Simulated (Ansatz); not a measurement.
**C₂H₅GeSi radical: a ladder of functionals and wavefunction methods**

The task here is to estimate one member of a computed series from the others.

Program: Ansatz 0.2.0, Gaussian basis. Level of theory: functionals in def2-TZVPP, the program's frozen cores in correlated methods. These are calculated values, not measurements.

Plan: LDA (SPW92), PBE-D4, revPBE-D4, BLYP-D4, r2SCAN-D4, B97M-V, PBE0-D4, B3LYP-D4, r2SCANh-D4, r2SCAN0-D4, HSE06-D4, BHLYP-D4, CAM-B3LYP-D4, LC-ωPBE, ωB97X-V, ωB97M-V, B2PLYP, PBE-QIDH; CCSD(T)/def2-SVP; CCSD(T)/def2-TZVPP; MP2/def2-QZVPP; extrapolation to the limit; RPA on PBE.

### The geometry

All runs share one geometry, relaxed beforehand with PBE0-D4 in a triple-zeta def2 set.

9 atoms, charge 0, spin multiplicity 2.

Atoms are counted from 1 here; the program's logs count them from 0.

Bond lengths: Si1–C2 1.801 Å, Si1–H5 1.484 Å, Si1–H6 1.484 Å, C2–C3 1.218 Å, C3–Ge4 1.901 Å, Ge4–H7 1.533 Å, Ge4–H8 1.533 Å, Ge4–H9 1.533 Å. Angles: C2–Si1–H5 111.7°, C2–Si1–H6 111.7°, H5–Si1–H6 112.4°, Si1–C2–C3 174.8°, C2–C3–Ge4 179.2°, C3–Ge4–H7 108.6°, C3–Ge4–H8 108.5°, C3–Ge4–H9 108.5°, H7–Ge4–H8 110.3°, H7–Ge4–H9 110.3°, H8–Ge4–H9 110.5°.

The first run:

The input, in.yaml:

```yaml
crystal:
  periodic: [false, false, false]
  atoms:
    - {symbol: Si, position_ang: [0.082094, 2.336532, -1.455874]}
    - {symbol: C, position_ang: [0.032422, 0.807034, -0.505519]}
    - {symbol: C, position_ang: [0.108456, -0.236482, 0.118533]}
    - {symbol: Ge, position_ang: [0.202093, -1.863527, 1.097113]}
    - {symbol: H, position_ang: [-0.734530, 2.241754, -2.691146]}
    - {symbol: H, position_ang: [-0.281929, 3.510563, -0.624708]}
    - {symbol: H, position_ang: [1.629303, -2.414551, 0.994559]}
    - {symbol: H, position_ang: [-0.796592, -2.855513, 0.490478]}
    - {symbol: H, position_ang: [-0.152817, -1.572109, 2.559464]}
basis:
  gaussian: {orbitals: def2-TZVPP}
magnetization: {spin_polarized: true, initial_magnetization: 1}
hamiltonian: {xc: lda}
output: {orbitals: {seedname: orbitals}}
```

Command:

```sh
> ansatz run in.yaml --threads 4 --pin off --events-out ev --progress --plain --max-ram 10444MiB
```

Steps of the session up to this table: LDA; PBE-D4 (GGA); revPBE-D4 (GGA); BLYP-D4 (GGA); r2SCAN-D4 (meta-GGA); B97M-V (meta-GGA); PBE0-D4 (hybrid); B3LYP-D4 (hybrid); r2SCANh-D4 (hybrid); r2SCAN0-D4 (hybrid); HSE06-D4 (hybrid); BHLYP-D4 (hybrid); CAM-B3LYP-D4 (range-separated); LC-ωPBE (range-separated); ωB97X-V (range-separated); ωB97M-V (range-separated); B2PLYP (double hybrid); PBE-QIDH (double hybrid).

One table of the session follows, with a row left open; its other results are not shown here.

It belongs to the step «Frontier levels by functional». 

```
  functional  HOMO (eV)  LUMO (eV)  gap (eV)
 LDA (SPW92)      -5.06      -4.00      1.06
      PBE-D4      -5.08      -3.58      1.50
   revPBE-D4      -5.07      -3.45      1.62
     BLYP-D4      -4.84      -3.57      1.27
   r2SCAN-D4      -5.41      -3.15      2.26
      B97M-V      -5.17      -3.72      1.46
     PBE0-D4      -6.12      -2.69      3.44
    B3LYP-D4          ?          ?         ?
  r2SCANh-D4      -5.79      -2.85      2.94
  r2SCAN0-D4      -6.37      -2.41      3.96
    HSE06-D4      -5.73      -3.07      2.66
    BHLYP-D4      -6.96      -1.86      5.09
CAM-B3LYP-D4      -7.25      -1.78      5.47
     LC-ωPBE      -8.68      -0.42      8.26
     ωB97X-V      -8.15      -0.93      7.22
     ωB97M-V      -7.82      -1.06      6.76
```

Q: Estimate the row for B3LYP-D4 from the others.

Worked estimate for «HOMO (eV)». Against the share of exact exchange, BLYP-D4 (0, -4.84), BHLYP-D4 (0.5, -6.96) give a slope of -4.24 per unit share; at 0.2 the line stands at -5.69.

**Answer.** HOMO (eV): -5.83; LUMO (eV): -3.04; gap (eV): 2.79. In «HOMO (eV)» the line misses by +0.14.
